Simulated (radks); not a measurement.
# Ce²⁺ in [Kr] 4d10 4f2.25 5s1.75 5p6: an all-electron calculation

Wanted: eigenvalues, radial structure and energy terms of the cerium ion Ce2+.

The numbers are computed with radks (a radial shooting solver on a logarithmic mesh, Libxc functionals) version 1 (scalar-relativistic Kohn-Sham, SCAN, spin-polarised, spherical densities, finite nucleus; open shells are filled with parallel spins first), except any that are marked as measured or tabulated.

## (1) The system

- element: cerium (Z = 58)
- charge: +2
- electrons: 56
- configuration: [Kr] 4d10 4f2.25 5s1.75 5p6
- nuclear rms radius: 4.8771 fm

## (2) Self-consistent calculation

The run's settings:

```text
Z 58
configuration [Kr] 4d10 4f2.25 5s1.75 5p6 6s0 5d0
relativity scalar-relativistic
functional scan,scan
spin polarised
nucleus finite rms 4.8771 fm
c 137.035999084
```

Q: Predict the outcome of this run.

The runs gave:

```
                        quantity                     value
                    total energy        -8860.7111 hartree
exchange-correlation share of it                    2.37 %
                            −T/E                    1.0599
          highest occupied level         4f up, -12.798 eV
    most extended occupied level  5p down, <r> = 1.81 bohr
 radius at density 0.001 e/bohr³                 3.68 bohr
    maxima of the radial density                         4
```

**Reading.** The radial density shows 4 maxima for 5 occupied principal shells; where shells overlap, one shows as a shoulder or not at all. −T/E is 1.060: with relativity the kinetic term as defined here no longer equals −E. This is not the tabulated ground configuration, so its levels and sizes aren't those of the ground state, and no measured value stands beside it.
